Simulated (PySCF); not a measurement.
# C2H10OSi3: the cost of one run

Computed with PySCF 2.14.0 and routines of our own; the level stands in each step. Atoms count from 0.

### Step 1. The system as given

16 atoms, charge 0, multiplicity 1; geometry from: GFN2-xTB.

### Step 2. Geometry optimisation at PBE0-D3(BJ)/def2-SVP

What the job is given:

```
{"job": {"xc": "PBE0", "basis": "def2-SVP", "d3": "d3bj", "grid": 1, "kind": "geom"}, "charge": 0, "multiplicity": 1}
C      2.657181     0.812642    -0.493057
Si     0.919595     0.743707     0.277864
C      0.657256    -0.814632     1.390335
O     -0.516151    -1.365453     0.785164
Si    -0.862096    -0.509588    -0.595684
Si    -3.117743    -0.055714    -0.602245
H      3.425424     0.939746     0.265131
H      2.885475    -0.092429    -1.048159
H      2.731063     1.649311    -1.180389
H      0.718015     1.963138     1.082947
H      1.453268    -1.562259     1.345183
H      0.437363    -0.629134     2.443549
H     -0.420237    -1.317096    -1.761772
H     -3.995336    -1.229669    -0.608782
H     -3.420734     0.692133    -1.826984
H     -3.559939     0.784240     0.515487
```

The run is started by

```sh
$ OMP_NUM_THREADS=1 python excited_run.py task.json out
```

One launch serves the whole session: the jobs run in the order shown.

**Question.** How long does this first job take on 1 thread of Arm Neoverse N1, shared host, and how much memory does it need?

About 84 s, with a peak of 0.64 GiB.
